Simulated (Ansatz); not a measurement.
# C2H8Al2, SMILES C[CH2][AlH][AlH2]: energies of removing a hydrogen

Computed with the Ansatz DFT code, driven from Python.

Typed at the interpreter:
```pycon
>>> import ansatz as az
>>> def energy(molecule, charge=0, unpaired=0):
...     calc = molecule.calculation().basis(gaussian="cc-pVDZ").functional("r2scan").accuracy("medium")
...     if charge:
...         calc = calc.charge(charge)
...     if unpaired:
...         calc = calc.spin("collinear", total=unpaired)
...     return calc.run(threads=1).report["free_energy_ev"]
...
>>> def without(molecule, index):
...     rest = az.Crystal.molecule()
...     for i, site in enumerate(molecule.cartesian_sites):
...         if i != index:
...             rest = rest.atom(site.symbol, site.position_ang)
...     return rest
...
>>> molecule = (
...     az.Crystal.molecule()
...     .atom("C", (-0.637, 1.5538, -0.0113))
...     .atom("C", (0.0163, 0.7897, 1.0575))
...     .atom("Al", (1.0914, -0.6745, 0.2537))
...     .atom("Al", (0.1067, -2.3834, -1.1614))
...     .atom("H", (0.0603, 2.0569, -0.7222))
...     .atom("H", (-1.2878, 2.4196, 0.4467))
...     .atom("H", (-1.3383, 0.9469, -0.6063))
...     .atom("H", (0.7227, 1.476, 1.6413))
...     .atom("H", (-0.7296, 0.3585, 1.7799))
...     .atom("H", (2.7005, -0.724, 0.5535))
...     .atom("H", (-1.5498, -2.3176, -1.4061))
...     .atom("H", (0.9217, -3.5569, -1.7914))
... )
>>> whole = energy(molecule, 0)
>>> hydrogen = energy(az.Crystal.molecule().atom("H", (0, 0, 0)), 0, 1)
>>> print(f"E(molecule) = {whole:.5f} eV, E(H) = {hydrogen:.5f} eV")
E(molecule) = -15393.75122 eV, E(H) = -13.58415 eV
>>> for index in [6, 8, 9]:
...     radical = energy(without(molecule, index), 0, 1)
...     print(f"H{index}: homolysis {96.485332 * (radical + hydrogen - whole):.1f} kJ/mol")
...
H6: homolysis 445.9 kJ/mol
H8: homolysis 428.5 kJ/mol
H9: homolysis 330.7 kJ/mol
```

What to keep in mind:
- The settings weren't tested for convergence.
- The geometry is a force-field or estimated start, not a minimum of this method, and the basis set is short of its limit. All parts are taken at fixed geometry, without zero-point energy.
- The whole script took 98 s on 1 thread of Arm Neoverse V1, on a shared host, peak memory 0.36 GiB.
